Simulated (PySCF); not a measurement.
**C2F4O (trifluoroacetyl fluoride): levels of theory compared**

Aim: a comparison of 6 runs (BHLYP/cc-pVDZ, CAM-B3LYP/cc-pVDZ, PBE/cc-pVDZ, SVWN5/cc-pVDZ, r2SCAN/cc-pVDZ, revPBE/cc-pVDZ) of C2F4O (trifluoroacetyl fluoride). The job is set up through a Python script.

The results are computed with PySCF 2.14.0.

3 further runs of the same task are left out: 3 set aside as unsound or not needed.

## 1. The structure to begin with

C2F4O has 7 atoms, charge 0, and is taken as a singlet. SMILES: `O=C(F)C(F)(F)F`. The C4–F7 distance was set to 1.714 Å, away from the relaxed value.

Bond lengths: O1–C2 1.172 Å, C2–F3 1.326 Å, C2–C4 1.542 Å, C4–F5 1.330 Å, C4–F6 1.330 Å. Angles: O1–C2–F3 124.0°, O1–C2–C4 126.4°, F3–C2–C4 109.5°, C2–C4–F5 109.8°, C2–C4–F6 109.8°, F5–C4–F6 108.7°. A long bond or contact: C4–F7 1.714 Å.

## 2. A single-point energy at BHLYP/cc-pVDZ (run 1)

run.py

```python
from pyscf import gto, dft

mol = gto.M(
    atom='''
O    0.697396  -1.519693   0.795152
C   -0.274804  -0.921633   0.529162
F   -1.500624  -1.324533   0.833872
C   -0.345634   0.428327  -0.212428
F   -1.061664   0.294747  -1.324728
F   -0.928114   1.338057   0.562842
F    1.230750   0.963590  -0.619810
''',
    basis='cc-pvdz',
    max_memory=1860,
    verbose=3,
    spin=0,
)

mf = dft.RKS(mol, xc='bhandhlyp')
mf.conv_tol = 1e-10
mf.grids.level = 5
mf.kernel()
if not mf.converged:
    mf = mf.newton().run(mf.mo_coeff, mf.mo_occ)

e_final = mf.e_tot
print(f'total energy: {e_final:.8f} hartree')
```

The run is started by

```
$ OMP_NUM_THREADS=1 python run.py
```

Log:

```text
converged SCF energy = -550.539935960978
total energy: -550.53993596 hartree
```

It took 18 s on 1 thread of Intel Xeon 6975P-C (Granite Rapids), shared host; peak memory 0.51 GiB.

## 3. The energy at CAM-B3LYP/cc-pVDZ (run 2)

calc.py

```python
from pyscf import gto, dft

mol = gto.M(
    atom='''
O      0.697396    -1.519693     0.795152
C     -0.274804    -0.921633     0.529162
F     -1.500624    -1.324533     0.833872
C     -0.345634     0.428327    -0.212428
F     -1.061664     0.294747    -1.324728
F     -0.928114     1.338057     0.562842
F      1.230750     0.963590    -0.619810
''',
    basis='cc-pvdz',
    max_memory=1860,
    spin=0,
    charge=0,
    verbose=3,
)

mf = dft.RKS(mol, xc='cam-b3lyp')
mf.grids.level = 5
mf.conv_tol = 1e-10
mf.kernel()
if not mf.converged:
    mf = mf.newton().run(mf.mo_coeff, mf.mo_occ)

e_tot = mf.e_tot
print('Final energy', e_tot)
```

The run is started by

```
$ OMP_NUM_THREADS=1 python calc.py
```

Log:

```text
converged SCF energy = -550.62315593101
Final energy -550.6231559310099
```

Wall time 31 s (1 thread of Intel Xeon 6975P-C (Granite Rapids), shared host); peak memory 0.51 GiB.

Runs 3 to 5 aren't shown in full; the table further down has their settings and results.

## 4. The energy at revPBE/cc-pVDZ (run 6)

run.py

```python
from pyscf import gto, dft

mol = gto.Mole()
mol.atom = [
    ('O', (0.697396, -1.519693, 0.795152)),
    ('C', (-0.274804, -0.921633, 0.529162)),
    ('F', (-1.500624, -1.324533, 0.833872)),
    ('C', (-0.345634, 0.428327, -0.212428)),
    ('F', (-1.061664, 0.294747, -1.324728)),
    ('F', (-0.928114, 1.338057, 0.562842)),
    ('F', (1.230750, 0.963590, -0.619810)),
]
mol.verbose = 3
mol.basis = 'cc-pvdz'
mol.max_memory = 1860
mol.build()

ks = dft.RKS(mol)
ks.xc = 'revpbe'
ks.conv_tol = 1e-10
ks.grids.level = 5
ks.kernel()
if not ks.converged:
    ks = ks.newton().run(ks.mo_coeff, ks.mo_occ)

energy = ks.e_tot
print('Final energy', energy)
```

The run is started by

```
$ OMP_NUM_THREADS=1 python run.py
```

Log:

```text
converged SCF energy = -550.616789617586
Final energy -550.6167896175859
```

Wall time 18 s (1 thread of Intel Xeon 6975P-C (Granite Rapids), shared host); peak memory 0.51 GiB.

## 5. All runs side by side

| run | level | energy (Eh) | dipole moment (D) | HOMO energy (eV) | LUMO energy (eV) | wall time |
| --- | --- | --- | --- | --- | --- | --- |
| 1 | BHLYP/cc-pVDZ | -550.539936 | 1.98 | -11.90 | -0.64 | 18 s |
| 2 | CAM-B3LYP/cc-pVDZ | -550.623156 | 1.97 | -11.49 | -0.53 | 31 s |
| 3 | PBE/cc-pVDZ | -550.256123 | 2.02 | -8.05 | -2.81 | 17 s |
| 4 | SVWN5/cc-pVDZ | -547.056545 | 2.02 | -8.27 | -3.13 | 10 s |
| 5 | r2SCAN/cc-pVDZ | -550.550557 | 2.06 | -8.63 | -2.78 | 32 s |
| 6 | revPBE/cc-pVDZ | -550.616790 | 2.03 | -7.98 | -2.70 | 18 s |

## 6. Outcome

| quantity | value |
| --- | --- |
| run 6: total energy | -550.61679 Eh |
| run 6: dipole moment | 2.03 D |
| run 6: HOMO energy | -7.98 eV |
| run 6: LUMO energy | -2.70 eV |
| run 6: HOMO–LUMO gap | 5.28 eV |

What this shows: The dipole moment (its size) runs from 1.97 D (CAM-B3LYP/cc-pVDZ) to 2.06 D (r2SCAN/cc-pVDZ). The HOMO–LUMO gap runs from 5.14 eV (SVWN5/cc-pVDZ) to 11.26 eV (BHLYP/cc-pVDZ). Totals of different functionals can't be ranked against each other. All runs together took 2.1 min, the longest 32 s.
